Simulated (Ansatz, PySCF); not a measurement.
**WO2F2 in two programs**

WO2F2 (singlet), relaxed with PySCF 2.14.0, RKS r2SCAN, W def2-SVP with ECP60, O def2-SVP, F def2-SVP; non-relativistic Hamiltonian with scalar-relativistic core potentials where named; density fitting; no spin-orbit coupling:

```xyz
5

W     0.0000    0.0000   -0.0249
O     0.9611    0.9611    1.0033
O    -0.9611   -0.9611    1.0033
F     1.1118   -1.1118   -1.0215
F    -1.1118    1.1118   -1.0215
```

There the HOMO–LUMO gap is 5.14 eV. 

The same geometry by Ansatz 0.2.0 (PBE, PAW, a periodic box with 9 Å of vacuum):

```csv
spin-orbit coupling,gap (eV),largest force component (eV/Å)
without,4.64,0.24
```

(1) What does the run with spin-orbit coupling give?

The spin-orbit runs use fully relativistic datasets of their own, so changes of a few hundredths of an eV needn't come from the coupling.

No frequency check is given that shows the relaxed geometry to be a minimum.

The two programs differ in functional, so their gaps don't test each other.

## Answers

(1) gap (eV): 4.57, largest force component (eV/Å): 0.20. It took 13 s on 2 threads of Arm Neoverse V2, with other jobs on the host, peak memory 1.7 GiB.
